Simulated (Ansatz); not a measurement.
**AlFGaH3OSi: basis-set convergence**

Aim: see how fast density functionals converge with the basis set for AlFGaH3OSi.

Computed with Ansatz 0.2.0, Gaussian basis. Level: one geometry, several basis sets.

Levels to be run: PBE0-D4/def2-SVP; ωB97M-V/def2-SVP; PBE0-D4/def2-QZVPP; ωB97M-V/def2-QZVPP; the functionals' def2-TZVPP values are taken from earlier runs.

### 1 Structure used throughout

An earlier PBE0-D4 in a triple-zeta def2 set relaxation fixed the geometry.

SMILES `F[SiH2][Al]1[O][GaH]1`, 8 atoms, charge 0, spin multiplicity 1.

Atoms are counted from 1 here; the program's logs count them from 0.

Bond lengths: F1–Si2 1.609 Å, Si2–Al3 2.476 Å, Si2–H6 1.489 Å, Si2–H7 1.488 Å, Al3–O4 1.707 Å, Al3–Ga5 2.349 Å, O4–Ga5 1.884 Å, Ga5–H8 1.567 Å. Angles: F1–Si2–Al3 108.7°, F1–Si2–H6 107.6°, F1–Si2–H7 107.6°, Al3–Si2–H6 112.2°, Al3–Si2–H7 112.2°, H6–Si2–H7 108.4°, Si2–Al3–O4 134.3°, Si2–Al3–Ga5 173.2°, O4–Al3–Ga5 52.5°, Al3–O4–Ga5 81.5°, Al3–Ga5–O4 46.0°, Al3–Ga5–H8 165.8°, O4–Ga5–H8 119.8°.

### 2 PBE0-D4 in def2-SVP

The input, in.yaml:

```yaml
crystal:
  periodic: [false, false, false]
  atoms:
    - {symbol: F, position_ang: [0.007156, 2.159854, 2.013147]}
    - {symbol: Si, position_ang: [0.670831, 1.739399, 0.608661]}
    - {symbol: Al, position_ang: [-0.236097, -0.461852, -0.071448]}
    - {symbol: O, position_ang: [0.009612, -1.489322, -1.412421]}
    - {symbol: Ga, position_ang: [-1.246394, -2.541897, -0.482488]}
    - {symbol: H, position_ang: [0.351242, 2.807377, -0.377710]}
    - {symbol: H, position_ang: [2.146415, 1.703897, 0.800811]}
    - {symbol: H, position_ang: [-1.702756, -3.917447, -1.078552]}
basis:
  gaussian: {orbitals: def2-SVP}
hamiltonian: {xc: pbe0, dispersion: d4}
output: {orbitals: {seedname: orbitals}}
```

Command:

```bash
$ ansatz run in.yaml --threads 4 --pin off --events-out ev --progress --plain --max-ram 10444MiB
```

The runs that follow: ωB97M-V in def2-SVP; PBE0-D4 in def2-QZVPP; ωB97M-V in def2-QZVPP.

Q: Predict the results of all the runs planned. Wanted: PBE0-D4: double and triple zeta above quadruple; ωB97M-V: double and triple zeta above quadruple.

As calculated:

| quantity | value |
| --- | --- |
| PBE0-D4: double and triple zeta above quadruple | 19.99, 1.93 eV |
| ωB97M-V: double and triple zeta above quadruple | 19.97, 1.86 eV |

For PBE0-D4 the step from double to triple zeta gains 18.06 eV and the next only 1.93 eV. These are total energies; as a rule much of such shifts cancels in differences, which this series doesn't test.
